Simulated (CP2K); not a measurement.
BiTe:

```
CELL_PARAMETERS angstrom
4.57498 0.00000 0.00000
2.28749 3.96205 0.00000
2.28749 1.32068 3.73546
ATOMIC_POSITIONS crystal
Bi 0.00000 0.00000 0.00000
Te 0.50000 0.50000 0.50000
```

Program: CP2K 2026.2. Alike in all runs: task band structure; potentials or basis POTENTIAL_UZH Bi GTH-PBE-q5, Te GTH-PBE-q6; TZVP-MOLOPT-PBE-GTH basis; no spin polarisation; cell as given; k mesh 7 × 7 × 7; smearing fermi-dirac 0.05 eV.

Order these runs on this cell by their pressure, lowest first.
A. level PBE
B. level vdW-DF2; cutoff of the non-local correlation (Ry) 300
C. level HLE16

C (-6.1 GPa), A (1.5 GPa), B (6.3 GPa).

Caveats: the basis of atomic orbitals isn't converged, which shifts pressures, moduli and gaps; the potentials were made for another functional, which shifts forces and pressure (some runs); the potentials were made for a functional far from this one (some runs).
